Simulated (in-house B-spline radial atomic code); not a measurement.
# Ir: the cost of one run

Program: an in-house B-spline radial atomic code, version 1. Level of theory: Dirac-Hartree-Fock, RPA and Brueckner orbitals, sums over states, B-spline basis. These are calculated values, not measurements, unless marked.

## Step 1: What is computed

| Property | Result |
| --- | --- |
| element | iridium (Z = 77) |
| charge | +70 |
| closed core | [He] 2s2 2p1/2^2 |
| nucleus | mass number 193, rms radius 5.403 fm |
| note | closed in jj coupling only |

## Step 2: The run

Settings:

```ini
basis_form = 2
Z = 77
core_configuration = [He] 2s2 2p-2
rms_radius = 5.4032
mass_number = 193
speed_of_light = 137.035999084
box_radius = 0.986
lmax = 6
intervals = 53
virtual_cutoff = 11858.0
```

Started as:

```console
$ python run_mb.py task.json out
```

**Question.** How long does this run take on 1 thread of Arm Neoverse N1, shared host, and how much memory does it need?

About 5.6 s, with a peak of 0.16 GiB.
